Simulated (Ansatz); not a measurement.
# Mg2ZnSe2S: the cost of one run

Computed with Ansatz 0.2.0 (DFT PBE, scalar-relativistic, plane waves, PAW, unless a step's input says otherwise).

## Step 1: The starting structure

It takes space group P4mm (No. 99, tetragonal). The conventional cell has a = 4.915 Å, b = 4.915 Å, c = 6.388 Å, α = 90.00°, β = 90.00°, γ = 90.00°. Around Mg (site symmetry 4mm) lie 1 Zn at 2.19 Å and 4 Se at 2.47 Å and 1 Mg at 2.51 Å. Mg (site symmetry 4mm) has 1 Zn at 1.68 Å in its first shell of neighbours. Around Zn (site symmetry 4mm) lie 1 Mg at 1.68 Å. Se (site symmetry 2mm) is surrounded by 2 Mg at 2.47 Å. S (site symmetry 4mm) has 4 Se at 2.94 Å in its first shell of neighbours.

Coordinates:

```xyz
6
Lattice="4.9147 0.0000 0.0000 0.0000 4.9147 0.0000 0.0000 0.0000 6.3882" Properties=species:S:1:pos:R:3 pbc="T T T"
Mg    0.0000    0.0000    5.1482
Mg    0.0000    0.0000    2.6335
Zn    0.0000    0.0000    0.9519
Se    2.4573    0.0000    4.9456
Se    0.0000    2.4573    4.9456
S     2.4573    2.4573    3.3396
```

A structure generator made this guess: random cell by space group and Wyckoff sites (P4mm, No. 99). Lengths come from tabulated atomic sizes and are only a guess.

## Step 2: Probe: one point on a coarse mesh

Contents of input.yaml:

```yaml
crystal:
  lattice:
    - [4.91469217, 0.0, 0.0]
    - [0.0, 4.91469217, 0.0]
    - [0.0, 0.0, 6.38819984]
  atoms:
    - { symbol: Mg, position: [0.0, 0.0, 0.80588971] }
    - { symbol: Mg, position: [0.0, 0.0, 0.41223745] }
    - { symbol: Zn, position: [0.0, 0.0, 0.14900522] }
    - { symbol: Se, position: [0.5, 0.0, 0.77418457] }
    - { symbol: Se, position: [0.0, 0.5, 0.77418457] }
    - { symbol: S, position: [0.5, 0.5, 0.52276976] }
basis:
  ecutwfc: 420
kpoints:
  mp_grid: { grid: [4, 4, 4] }
hamiltonian:
  xc: pbe
scf:
  occupations: { method: gaussian, width: 0.1 }
  lower_state_search: "off"
output:
  forces: true
  stress: true
  eigenvalues: true
```

The run is started by

```console
$ ansatz run input.yaml --threads 1 --pin off --max-ram 2560MiB --backend cpu --events-out ev --progress --plain --runs-dir out
```

**Question.** How long does this run take on 1 thread of Intel Xeon at 2.50GHz (Skylake/Cascade Lake), shared host, and how much memory does it need?

About 20 s, with a peak of 0.43 GiB.
